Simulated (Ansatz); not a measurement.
# CH₃FMoO₂S: how energies converge with the basis set

An exercise on one series of results from a longer session: the logs are not shown, and one member is left open.

Program: Ansatz 0.2.0, Gaussian basis. Level of theory: one geometry, several basis sets. These are calculated values, not measurements.

Plan: PBE0-D4/def2-SVP; ωB97M-V/def2-SVP; PBE0-D4/def2-QZVPP; ωB97M-V/def2-QZVPP; the functionals' def2-TZVPP values are taken from earlier runs.

## The relaxed structure

The geometry comes from an earlier relaxation with PBE0-D4 in a triple-zeta def2 set; it is a stationary point, not always the lowest conformer. Mo takes the def2 core potential; no spin-orbit term is included.

SMILES `C[O][Mo](=[O])([F])=[S]`, 9 atoms, charge 0, spin multiplicity 1.

Atoms are counted from 1 here; the program's logs count them from 0.

Bond lengths: C1–O2 1.409 Å, C1–H7 1.093 Å, C1–H8 1.092 Å, C1–H9 1.092 Å, O2–Mo3 1.826 Å, Mo3–O4 1.668 Å, Mo3–F5 1.845 Å, Mo3–S6 2.107 Å. Angles: O2–C1–H7 110.4°, O2–C1–H8 108.8°, O2–C1–H9 108.7°, H7–C1–H8 109.9°, H7–C1–H9 109.6°, H8–C1–H9 109.3°, C1–O2–Mo3 140.6°, O2–Mo3–O4 108.8°, O2–Mo3–F5 110.7°, O2–Mo3–S6 107.5°, O4–Mo3–F5 110.6°, O4–Mo3–S6 108.8°, F5–Mo3–S6 110.3°.

Set-up of the first run:

File in.yaml:

```yaml
crystal:
  periodic: [false, false, false]
  atoms:
    - {symbol: C, position_ang: [-1.046110, 0.946568, 0.665469]}
    - {symbol: O, position_ang: [-0.630088, -0.075534, -0.211003]}
    - {symbol: Mo, position_ang: [0.879992, -0.965037, -0.724750]}
    - {symbol: O, position_ang: [0.999113, -0.908670, -2.387277]}
    - {symbol: F, position_ang: [0.840688, -2.712839, -0.134083]}
    - {symbol: S, position_ang: [2.528101, 0.050650, 0.107913]}
    - {symbol: H, position_ang: [-0.191110, 1.350057, 1.213833]}
    - {symbol: H, position_ang: [-1.522113, 1.738313, 0.083223]}
    - {symbol: H, position_ang: [-1.770071, 0.530193, 1.369474]}
basis:
  gaussian: {orbitals: def2-SVP}
hamiltonian: {xc: pbe0, dispersion: d4}
output: {orbitals: {seedname: orbitals}}
```

On the command line:

```console
$ ansatz run in.yaml --threads 4 --pin off --events-out ev --progress --plain --max-ram 11315MiB
```

Steps of the session up to this table: PBE0-D4 in def2-SVP; ωB97M-V in def2-SVP; PBE0-D4 in def2-QZVPP; ωB97M-V in def2-QZVPP.

One table of the session follows, with a row left open; its other results are not shown here.

It belongs to the step «Density functionals: the series». 

| functional | basis | HOMO (eV) | LUMO (eV) |
| --- | --- | --- | --- |
| PBE0-D4 | def2-SVP | -7.96 | -3.00 |
| PBE0-D4 | def2-TZVPP | -7.95 | -3.01 |
| PBE0-D4 | def2-QZVPP | -7.95 | -3.01 |
| ωB97M-V | def2-SVP | -10.04 | -0.92 |
| ωB97M-V | def2-TZVPP | ? | ? |
| ωB97M-V | def2-QZVPP | -10.07 | -0.99 |

Q: Estimate the row for ωB97M-V, def2-TZVPP from the others.

As computed: HOMO (eV): -10.06; LUMO (eV): -0.97. In the column «HOMO (eV)» it lies between ωB97M-V, def2-QZVPP (-10.07) and ωB97M-V, def2-SVP (-10.04).
